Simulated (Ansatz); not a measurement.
# FGe₂H₆N: one species, many methods

One table from this session's results is given with a row withheld; the runs are named, their logs left out.

Method: functionals in def2-TZVPP, the program's frozen cores in correlated methods; program: Ansatz 0.2.0, Gaussian basis.

The runs, in order: LDA (SPW92), PBE-D4, revPBE-D4, BLYP-D4, r2SCAN-D4, B97M-V, PBE0-D4, B3LYP-D4, r2SCANh-D4, r2SCAN0-D4, HSE06-D4, BHLYP-D4, CAM-B3LYP-D4, LC-ωPBE, ωB97X-V, ωB97M-V, B2PLYP, PBE-QIDH; CCSD(T)/def2-SVP; CCSD(T)/def2-TZVPP; MP2/def2-QZVPP; extrapolation to the limit; RPA on PBE.

**Structure used throughout**

All runs share one geometry, relaxed beforehand with PBE0-D4 in a triple-zeta def2 set.

SMILES `[F][GeH2][NH][GeH3]`, 10 atoms, charge 0, spin multiplicity 1.

Atoms are counted from 1 here; the program's logs count them from 0.

Bond lengths: F1–Ge2 1.750 Å, Ge2–N3 1.807 Å, Ge2–H5 1.531 Å, Ge2–H6 1.532 Å, N3–Ge4 1.843 Å, N3–H7 1.010 Å, Ge4–H8 1.535 Å, Ge4–H9 1.540 Å, Ge4–H10 1.538 Å. Angles: F1–Ge2–N3 110.3°, F1–Ge2–H5 105.0°, F1–Ge2–H6 105.0°, N3–Ge2–H5 109.4°, N3–Ge2–H6 110.3°, H5–Ge2–H6 116.5°, Ge2–N3–Ge4 125.5°, Ge2–N3–H7 114.8°, Ge4–N3–H7 115.0°, N3–Ge4–H8 105.8°, N3–Ge4–H9 111.8°, N3–Ge4–H10 108.5°, H8–Ge4–H9 110.4°, H8–Ge4–H10 111.0°, H9–Ge4–H10 109.3°.

The first run:

The input, in.yaml:

```yaml
crystal:
  periodic: [false, false, false]
  atoms:
    - {symbol: F, position_ang: [0.655354, 1.037852, -2.259265]}
    - {symbol: Ge, position_ang: [-0.348629, 1.316288, -0.853024]}
    - {symbol: N, position_ang: [-0.688727, -0.244229, -0.007224]}
    - {symbol: Ge, position_ang: [0.520299, -1.195705, 1.008110]}
    - {symbol: H, position_ang: [0.488841, 2.217558, 0.057973]}
    - {symbol: H, position_ang: [-1.646588, 1.916009, -1.404018]}
    - {symbol: H, position_ang: [-1.430081, -0.794568, -0.416103]}
    - {symbol: H, position_ang: [1.541762, -0.167225, 1.512927]}
    - {symbol: H, position_ang: [1.223221, -2.289619, 0.183203]}
    - {symbol: H, position_ang: [-0.232353, -1.847460, 2.180521]}
basis:
  gaussian: {orbitals: def2-TZVPP}
hamiltonian: {xc: lda}
output: {orbitals: {seedname: orbitals}}
```

Run with:

```sh
> ansatz run in.yaml --threads 2 --pin off --events-out ev --progress --plain --max-ram 22528MiB --backend cpu
```

Steps of the session up to this table: LDA; PBE-D4 (GGA); revPBE-D4 (GGA); BLYP-D4 (GGA); r2SCAN-D4 (meta-GGA); B97M-V (meta-GGA); PBE0-D4 (hybrid); B3LYP-D4 (hybrid); r2SCANh-D4 (hybrid); r2SCAN0-D4 (hybrid); HSE06-D4 (hybrid); BHLYP-D4 (hybrid); CAM-B3LYP-D4 (range-separated); LC-ωPBE (range-separated); ωB97X-V (range-separated); ωB97M-V (range-separated); B2PLYP (double hybrid); PBE-QIDH (double hybrid).

One of the session's tables, all rows but one given; the rest of the session is left out.

It belongs to the step «Frontier levels by functional». 

```
  functional  HOMO (eV)  gap (eV)
 LDA (SPW92)      -6.46      5.41
      PBE-D4      -6.32      5.52
   revPBE-D4      -6.26      5.58
     BLYP-D4          ?         ?
   r2SCAN-D4      -6.63      6.19
      B97M-V      -6.77      6.11
     PBE0-D4      -7.71      7.75
    B3LYP-D4      -7.47      7.24
  r2SCANh-D4      -7.14      6.99
  r2SCAN0-D4      -7.92      8.18
    HSE06-D4      -7.31      6.97
    BHLYP-D4      -9.01      9.84
CAM-B3LYP-D4      -9.09     10.07
     LC-ωPBE     -10.47     12.71
     ωB97X-V     -10.12     12.15
     ωB97M-V     -10.02     11.73
```

Q: Estimate the row for BLYP-D4 from the others.

Worked estimate for «HOMO (eV)». Against the share of exact exchange, B3LYP-D4 (0.2, -7.47), BHLYP-D4 (0.5, -9.01) give a slope of -5.13 per unit share; at 0 the line stands at -6.44.

The run gave: HOMO (eV): -6.20; gap (eV): 5.47. In «HOMO (eV)» the line misses by -0.24.
